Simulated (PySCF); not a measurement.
**STa2: spin, charge, geometry and surroundings**

How does STa2 answer to another spin, charge, distance or environment?

Computed with PySCF 2.14.0. Level: each script names its method and basis.

1 further run of the same task is left out (for a known fault of the program).

### Step 1. Starting geometry

STa2: 3 atoms, charge 0, spin multiplicity 1.

Bond lengths: S1–Ta2 2.210 Å, S1–Ta3 2.210 Å. Angles: Ta2–S1–Ta3 180.0°.

Coordinates:

```tsv
atom	x (Å)	y (Å)	z (Å)
S1	0.0000	0.0000	0.0000
Ta2	0.0000	0.0000	2.2100
Ta3	0.0000	0.0000	-2.2100
```

### Step 2. Base script

input.py

```python
from pyscf import gto, scf, mcscf

mol = gto.M(
    atom='S 0 0 0; Ta 0 0 2.21; Ta 0 0 -2.21',
    basis='crenbl',
    ecp={'S': 'crenbl', 'Ta': 'crenbl'},
    charge=0,
    spin=0,
    verbose=4,
)
mf = scf.RHF(mol)
mf.kernel()
mc = mcscf.CASCI(mf, 6, 6)
mc.kernel()
mc.analyze()
mf.dip_moment()
print('orbital energies (hartree):', mf.mo_energy[..., max(0, mol.nelec[1]-3):mol.nelec[0]+3].round(4))
```

Launch:

```console
OMP_NUM_THREADS=1 python input.py
```

Its log is not repeated here.

It gives: E(SCF) = -123.902053 Eh, 11 cycles, E(CAS) − E(SCF) = -0.11650 Eh, μ = 0.00 D (of the SCF density).

### Step 3. Electric field -0.01 a.u.

Edit 1 changes electric field: none → -0.01 a.u.

input.py

```python
from pyscf import gto, scf, mcscf

mol = gto.M(
    atom='S 0 0 0; Ta 0 0 2.21; Ta 0 0 -2.21',
    basis='crenbl',
    ecp={'S': 'crenbl', 'Ta': 'crenbl'},
    charge=0,
    spin=0,
    verbose=4,
)
mf = scf.RHF(mol)
field = -0.01  # electric field along z, atomic units
h = mf.get_hcore() + field*mol.intor('int1e_r')[2]
mf.get_hcore = lambda *args: h
e_nuc = mol.energy_nuc() - field*mol.atom_charges() @ mol.atom_coords()[:, 2]
mf.energy_nuc = lambda *args: e_nuc
mf.kernel()
mc = mcscf.CASCI(mf, 6, 6)
mc.kernel()
mc.analyze()
mf.dip_moment()
print('orbital energies (hartree):', mf.mo_energy[..., max(0, mol.nelec[1]-3):mol.nelec[0]+3].round(4))
```

Launch:

```console
OMP_NUM_THREADS=1 python input.py
```

### Step 4. Lengths in bohr

Edit 2 changes length unit: angstrom → bohr.

input.py, as its differences from that of step 2:

```diff
@@ -8,2 +8,3 @@
     spin=0,
+    unit='bohr',
     verbose=4,
```

### Step 5. Coordinates × 1.102

Edit 3 changes geometry: coordinates × 1.03 → coordinates × 1.102.

input.py, as its differences from that of step 2:

```diff
@@ -3,3 +3,3 @@
 mol = gto.M(
-    atom='S 0 0 0; Ta 0 0 2.21; Ta 0 0 -2.21',
+    atom='S 0 0 0; Ta 0 0 2.3645; Ta 0 0 -2.3645',
     basis='crenbl',
```

What does the calculation give? Wanted: for each run, E(SCF); from base; gap; SCF dipole; after the SCF.

As calculated:

```tsv
run	E(SCF) (hartree)	from base (eV)	cycles	gap (eV)	SCF dipole (D)	after the SCF
base	-123.902053	0	11	6.12	0.00	CASCI correlation -3.170 eV
electric field -0.01 a.u.	-123.772564	+3.5236	31	3.21	11.86	CASCI correlation -6.689 eV
lengths in bohr (poor choice)	-118.531393	not comparable	12	6.87	0.00	CASCI correlation -1.118 eV
coordinates × 1.102	-123.882437	+0.5338	12	5.43	0.00	CASCI correlation -3.926 eV
```

In words: Of the runs whose energies can be compared, “electric field -0.01 a.u.” moves the SCF energy most (+3.524 eV). Rows marked «poor choice» come from settings spoiled on purpose.
